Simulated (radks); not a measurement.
**Ce⁴⁺ in [Kr] 4d10 5s1 5p6 6s1: an all-electron calculation**

One table from this session's results is given with a row withheld; the runs are named, their logs left out.

Method: Dirac Kohn-Sham, PBE, spin-unpolarised, spherical densities, finite nucleus. Code: radks (a radial shooting solver on a logarithmic mesh, Libxc functionals) version 1.

## What is computed

- element: cerium (Z = 58)
- charge: +4
- electrons: 54
- configuration: [Kr] 4d10 5s1 5p6 6s1
- nuclear rms radius: 4.8771 fm

Outer shells as boxes (Hund's rule):

Ce⁴⁺
```
[Kr] core
4d [↑↓][↑↓][↑↓][↑↓][↑↓]
5s [↑ ]
5p [↑↓][↑↓][↑↓]
6s [↑ ]
```

The first run:

Input:

```text
Z 58
configuration [Kr] 4d10 5s1 5p6 6s1
relativity Dirac
functional pbe,pbe
spin unpolarised
j_filling energy
nucleus finite rms 4.8771 fm
c 137.035999084
```

One table of the session follows, with a row left open; its other results are not shown here.

It belongs to the step «Shells». Sizes of the orbitals, from the radial functions (bohr):

```
level      <r>  outermost maximum (interpolated)  90 % within  nodes
1s1/2  0.02457                            0.0157       0.0443      0
2s1/2   0.1047                            0.0892        0.163      1
2p1/2  0.08795                            0.0680        0.145      0
2p3/2  0.09416                            0.0732        0.153      0
3s1/2   0.2783                             0.255        0.409      2
3p1/2   0.2681                             0.242        0.403      1
3p3/2   0.2802                             0.253        0.420      1
3d3/2   0.2514                             0.203        0.394      0
3d5/2   0.2552                             0.207        0.399      0
4s1/2   0.6350                             0.593        0.911      3
4p1/2   0.6529                             0.602        0.948      2
4p3/2   0.6794                             0.626        0.986      2
4d3/2   0.7298                             0.645         1.09      1
4d5/2   0.7390                             0.653         1.11      1
5s1/2    1.440                              1.33         2.04      4
5p1/2    1.569                              1.44         2.25      3
5p3/2    1.629                              1.49         2.33      3
6s1/2        ?                                 ?            ?      ?
```

Estimate the missing values for 6s1/2.

As computed: <r>: 3.018; outermost maximum (interpolated): 2.88; 90 % within: 4.22; nodes: 5. In the column «<r>» it is the highest.
